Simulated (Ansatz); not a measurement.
# C2H5AlO (SMILES [CH3][Al]1[CH2][O]1) at MP2/6-31G(d) (spherical functions)

What is the vertical ionisation energy of C2H5AlO at MP2/6-31G* (spherical functions)? 

Program for the calculation: Ansatz 0.2.0.

82 further runs of the same task are left out: 82 set aside as unsound or not needed.

## 1. The molecule

The species is C2H5AlO (9 atoms), meant as a singlet with charge 0. As SMILES, `[CH3][Al]1[CH2][O]1`. The coordinates come from a PBE0-D4/def2-TZVP relaxation.

Bond lengths: C1–Al2 1.934 Å, Al2–C3 1.883 Å, Al2–O4 1.707 Å, C3–O4 1.488 Å, C1–H5 1.093 Å, C1–H6 1.091 Å, C1–H7 1.094 Å, C3–H8 1.091 Å, C3–H9 1.091 Å. Some angles: C1–Al2–C3 171.7°, C1–Al2–O4 139.6°, C3–Al2–O4 48.7°, Al2–C3–O4 59.5°, Al2–O4–C3 71.8°, Al2–C1–H5 110.3°, Al2–C1–H6 112.2°, Al2–C1–H7 110.1°, Al2–C3–H8 123.8°, Al2–C3–H9 123.8°.

## 2. The energy at MP2/6-31G(d) (spherical functions)

in.yaml reads:

```yaml
crystal:
  periodic: [false, false, false]
  atoms:
    - {symbol: C, position_ang: [-0.670900, 1.320200, -1.081500]}
    - {symbol: Al, position_ang: [0.051300, -0.076700, 0.044200]}
    - {symbol: C, position_ang: [0.678700, -1.280200, 1.349300]}
    - {symbol: O, position_ang: [0.789300, -1.609500, -0.097900]}
    - {symbol: H, position_ang: [0.039700, 1.575000, -1.872100]}
    - {symbol: H, position_ang: [-0.900200, 2.226000, -0.517500]}
    - {symbol: H, position_ang: [-1.591200, 0.976800, -1.562100]}
    - {symbol: H, position_ang: [0.038500, -1.980500, 1.887700]}
    - {symbol: H, position_ang: [1.653200, -1.197400, 1.832800]}
basis:
  gaussian:
    orbitals: 6-31G_st_-spherical.json
correlation:
  method: mp2
  frozen_orbitals: {Al: 5, C: 1, H: 0, O: 1}
accuracy: high
```

The basis set 6-31G* is read from a file made from the Basis Set Exchange's data (not shown).

Command:

```bash
$ ansatz run in.yaml --threads 1 --pin off --max-ram 3480MiB --events-out events.jsonl --progress --plain --runs-dir runs
```

What it wrote:

```text
Warning: RAYON_NUM_THREADS=1 ignored (pool sized by the plan → 1); use --threads N
Functional definition: HF
  name "HF"
  exchange = exact_x
  correlation = 0
1640 factors; integrals over basis functions are off by at most 8.4e-9 eV
mean field evaluation 1: about -10754.7151 eV, gradient 4.0e1 eV
mean field evaluation 2: about -10754.8113 eV, gradient 4.1e1 eV
mean field evaluation 4: about -10758.5959 eV, gradient 3.7e0 eV
mean field evaluation 8: about -10758.6564 eV, gradient 6.6e-2 eV
mean field evaluation 16: about -10758.6565 eV, gradient 2.1e-8 eV
mean field -10758.65645190 eV, -395.3733321281 hartree, gradient 2.1e-8 eV, S^2 0.000000; 0 other end points of the search recorded, 0 dependent functions left out
8 core orbitals not correlated: weight in the atoms' cores, before any rotation towards them, 1.000 or more for the frozen orbitals, at most 0.000 for the correlated occupied ones
reference -10758.65645190 eV, -395.3733321281 hartree; 11, 11 occupied and 51, 51 virtual orbitals, 1640 factors
second order -13.44455197 eV of doubles, -0.00000000 eV of singles
Total energy: -10772.10100387 eV, -395.8674102999 hartree
```

It took 1.9 s on 1 thread of Arm Neoverse V2, shared host; peak memory 0.16 GiB.

## 3. The doublet cation

input.yaml reads:

```yaml
crystal:
  periodic: [false, false, false]
  atoms:
    - symbol: C
      position_ang: [-0.670900, 1.320200, -1.081500]
    - symbol: Al
      position_ang: [0.051300, -0.076700, 0.044200]
    - symbol: C
      position_ang: [0.678700, -1.280200, 1.349300]
    - symbol: O
      position_ang: [0.789300, -1.609500, -0.097900]
    - symbol: H
      position_ang: [0.039700, 1.575000, -1.872100]
    - symbol: H
      position_ang: [-0.900200, 2.226000, -0.517500]
    - symbol: H
      position_ang: [-1.591200, 0.976800, -1.562100]
    - symbol: H
      position_ang: [0.038500, -1.980500, 1.887700]
    - symbol: H
      position_ang: [1.653200, -1.197400, 1.832800]
basis:
  gaussian: {orbitals: 6-31G_st_-spherical.json}
correlation: {method: mp2, frozen_orbitals: {Al: 5, C: 1, H: 0, O: 1}}
accuracy: high
magnetization: {spin_polarized: true, initial_magnetization: 1}
total_charge: 1
```

The basis set 6-31G* is read from a file made from the Basis Set Exchange's data (not shown).

Command:

```bash
$ ansatz run input.yaml --threads 1 --pin off --max-ram 3480MiB --events-out events.jsonl --progress --plain --runs-dir runs
```

What it wrote (excerpt; [...] marks lines left out):

```text
Warning: RAYON_NUM_THREADS=1 ignored (pool sized by the plan → 1); use --threads N
[... 2 set-up lines as earlier in the session ...]
[...]
1640 factors; integrals over basis functions are off by at most 8.4e-9 eV
[...]
mean field -10751.18503114 eV, -395.0987624795 hartree, gradient 2.9e-8 eV, S^2 0.773571; 5 other end points of the search recorded, 0 dependent functions left out
8 core orbitals not correlated: weight in the atoms' cores, before any rotation towards them, 1.000 or more for the frozen orbitals, at most 0.000 for the correlated occupied ones
reference -10751.18503114 eV, -395.0987624795 hartree; 11, 10 occupied and 51, 52 virtual orbitals, 1640 factors
second order -12.67818147 eV of doubles, -0.00000000 eV of singles
Total energy: -10763.86321261 eV, -395.5646770550 hartree
```

Wall time 3.9 s (1 thread of Arm Neoverse V2, shared host); peak memory 0.22 GiB.

## 4. Outcome

At MP2/6-31G* (spherical functions), 8 core orbitals frozen:

| quantity | value |
| --- | --- |
| singlet C2H5AlO: total energy | -395.86741 Eh |
| singlet C2H5AlO: correlation energy (8 core orbitals frozen) | -494.1 mEh |
| doublet cation: total energy | -395.56468 Eh |
| doublet cation: correlation energy (8 core orbitals frozen) | -465.9 mEh |
| doublet cation: ⟨S²⟩ of the reference determinant | 0.774 |
| vertical ionisation energy (to the doublet cation) | 8.238 eV |

What this shows: The vertical ionisation energy comes to 8.24 eV (190 kcal/mol).
